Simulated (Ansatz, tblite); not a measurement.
## A script for KLiCl₂ (GFN2-xTB)

These are simulated results from tblite 0.8.0, not measurements. The cell was built from a prototype and was relaxed with r2SCAN in plane waves (Ansatz 0.2.0). It may be hypothetical. All runs are without spin polarisation.

It is trigonal, R-3m (No. 166); a = 3.978 Å, c = 20.454 Å in the conventional setting, 23.36 Å³ an atom. Around Li lie 6 Cl at 2.69 Å; around K lie 6 Cl at 3.06 Å; around Cl lie 3 Li at 2.69 Å and 3 K at 3.06 Å.

tblite solves periodic systems at the zone centre alone, so the script builds a cluster of 3×3×1 conventional cells (108 atoms), which folds in a coarse mesh of k points.

Input script:

```python
import json
from ase import Atoms
from ase.build import make_supercell
from ase.units import Bohr, GPa, Hartree
from tblite.interface import Calculator

atoms = Atoms(['Li', 'K', 'Cl', 'Cl'],
              cell=[[1.98889818, 1.1482909, 6.81796794], [-1.98889818, 1.1482909, 6.81796794], [0.0, -2.2965818, 6.81796794]],
              scaled_positions=[[1.0, 0.0, 0.0], [0.5, 0.5, 0.5], [0.26524991, 0.26524991, 0.26524991], [0.73475009, 0.73475009, 0.73475009]],
              pbc=True)
cluster = make_supercell(atoms, [[3, -3, 0], [0, 3, -3], [1, 1, 1]])
calc = Calculator('GFN2-xTB', cluster.numbers, cluster.positions / Bohr, lattice=cluster.cell[:] / Bohr, periodic=cluster.pbc)
calc.set('temperature', 0.02 / Hartree)
calc.set('max-iter', 150)
res = calc.singlepoint()
levels = res.get('orbital-energies') * Hartree
nv = round(res.get('orbital-occupations').sum() / 2)
cells = len(cluster) // len(atoms)
out = {'energy_per_cell': res.get('energy') * Hartree / cells, 'homo': levels[nv - 1], 'lumo': levels[nv],
       'stress': (-res.get('virial') * Hartree / cluster.get_volume() / GPa).tolist(), 'charges': res.get('charges')[:len(atoms)].tolist(), 'electrons': 2 * nv / cells}
json.dump(out, open('results.json', 'w'))
for key, value in out.items():
    print(key, value)
```

Command: `python run.py`. It took 9.7 s on 1 thread of Arm Neoverse V2, with other jobs on the host, peak memory 0.16 GiB.

Output:

```
------------------------------------------------------------
  cycle        total energy    energy error   density error
------------------------------------------------------------
      1     -262.2274931855  -2.6240473E+02   3.6572294E-01
      2     -263.9990939393  -1.7716008E+00   3.1555797E-01
      3     -264.8660444855  -8.6695055E-01   2.5050249E-01
      4     -265.3376345871  -4.7159010E-01   2.0244788E-01
      5     -265.2159506428   1.2168394E-01   2.9352125E-01
      6     -265.3644182844  -1.4846764E-01   1.8939584E-01
      7     -265.3934864651  -2.9068181E-02   1.3038792E-01
      8     -265.4128895960  -1.9403131E-02   1.2194703E-02
      9     -265.4119909199   8.9867614E-04   2.3605914E-02
     10     -265.4129380631  -9.4714322E-04   4.4616199E-03
     11     -265.4129054795   3.2583638E-05   5.8934860E-03
     12     -265.4129332223  -2.7742846E-05   2.0145824E-03
     13     -265.4129324070   8.1532670E-07   2.5365591E-03
     14     -265.4129383352  -5.9282353E-06   2.1410974E-03
     15     -265.4129499228  -1.1587599E-05   1.3746595E-04
     16     -265.4129499748  -5.2011956E-08   1.6840230E-04
     17     -265.4129499772  -2.3836151E-09   7.1811535E-05
     18     -265.4129499781  -8.9312380E-10   3.5276492E-05
     19     -265.4129499810  -2.8973091E-09   2.6390691E-05
     20     -265.4129499823  -1.3174031E-09   2.1262934E-05
     21     -265.4129499832  -8.3338136E-10   1.5183647E-05
------------------------------------------------------------

 total:                                   9.152 sec
energy_per_cell -267.49089769843135
homo -13.265024052239504
lumo -11.494350149635574
stress [[-0.3615315171362299, -0.0005447276238461679, 3.178490588788552e-06], [-0.0005447276238465473, -0.3621605313078877, 1.5990676923967708e-06], [3.178490588895408e-06, 1.5990676924734116e-06, -2.6004192344942005]]
charges [0.4805848103938768, 0.5659374702893801, -0.5232599226336012, -0.5232609937024332]
electrons 16.0
```

The cycle table is in hartree for the whole cluster, and the lines after it are in eV (the energy for one cell). The printed stress is in GPa and positive in compression, and the pressure is its mean diagonal.

GFN2-xTB gives a gap of 1.77 eV. On the same cell, plane-wave PBE (Ansatz, 8×8×8 k points and the special points) gives a gap of 5.32 eV and r2SCAN a gap of 5.99 eV; on shared hosts these took about 5.4 and 15 core-seconds on the 4-atom cell, against 9.7 for the script. Semilocal gaps usually lie below measured ones. xTB was fitted to molecules, so gaps, charges and pressures of solids can be far off, and the gap also depends on the size of the cluster.

The same script was run on cells scaled at fixed shape and fractional coordinates:

| volume (Å³/atom) | energy (meV/atom) | pressure (GPa, positive in compression) | gap (eV) |
| --- | --- | --- | --- |
| 20.55 | 5.2 | 2.05 | 1.83 |
| 21.96 | -4.2 | 0.20 | 1.80 |
| 23.36 | 0.0 | -1.11 | 1.77 |
| 24.76 | 14.0 | -2.04 | 1.75 |
| 26.16 | 34.7 | -2.72 | 1.72 |

A Birch-Murnaghan fit puts the minimum at 22.14 Å³/atom, 5.2 % below the given cell, with a bulk modulus of 23.4 GPa at fixed shape.

xTB was fitted mostly to molecules, and a small cluster samples few k points, so gaps, pressures and kinks along a curve can be far from a solid's.
